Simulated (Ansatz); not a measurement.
# AlBFH3O2: the cost of one run

All numbers below are computed with Ansatz 0.2.0 (RKS PBE-D4/def2-SVP).

### 1 The structure to begin with

Bond lengths: B1–O2 1.394 Å, O2–Al3 1.843 Å, Al3–O4 1.804 Å, Al3–F5 1.811 Å, B1–H6 1.209 Å, B1–H7 1.217 Å, O4–H8 1.026 Å. Angles: B1–O2–Al3 103.7°, O2–B1–H6 123.8°, O2–B1–H7 121.1°, H6–B1–H7 114.8°, O2–Al3–O4 119.0°, O2–Al3–F5 120.1°, O4–Al3–F5 120.7°, Al3–O4–H8 101.0°.

As a file:

```xyz
8

B    -0.1913    1.5326    0.1147
O     1.0190    0.8523    0.2373
Al    0.6164   -0.8595   -0.3134
O     0.1389   -2.0867    0.9196
F     0.8361   -1.3303   -2.0478
H    -0.9808    1.6684    1.0196
H    -0.4637    2.1520   -0.8966
H    -0.8824   -1.9859    0.9108
```

### 2 Relaxing end A

input.yaml reads:

```yaml
crystal:
  periodic: [false, false, false]
  atoms:
    - { symbol: B, position_ang: [-0.1913, 1.5326, 0.1147] }
    - { symbol: O, position_ang: [1.019, 0.8523, 0.2373] }
    - { symbol: Al, position_ang: [0.6164, -0.8595, -0.3134] }
    - { symbol: O, position_ang: [0.1389, -2.0867, 0.9196] }
    - { symbol: F, position_ang: [0.8361, -1.3303, -2.0478] }
    - { symbol: H, position_ang: [-0.9808, 1.6684, 1.0196] }
    - { symbol: H, position_ang: [-0.4637, 2.152, -0.8966] }
    - { symbol: H, position_ang: [-0.8824, -1.9859, 0.9108] }
basis:
  gaussian: { orbitals: def2-SVP }
hamiltonian:
  xc: pbe
  dispersion: d4
relax:
  f_tol: 0.015
  max_steps: 40
```

On the command line:

```bash
ansatz run input.yaml --threads 1 --pin off --max-ram 2048MiB --backend cpu --events-out ev --progress --plain --runs-dir out
```

Q: Estimate wall time and peak memory on 1 thread of Arm Neoverse V1, shared host.

About 77 s, with a peak of 0.14 GiB.
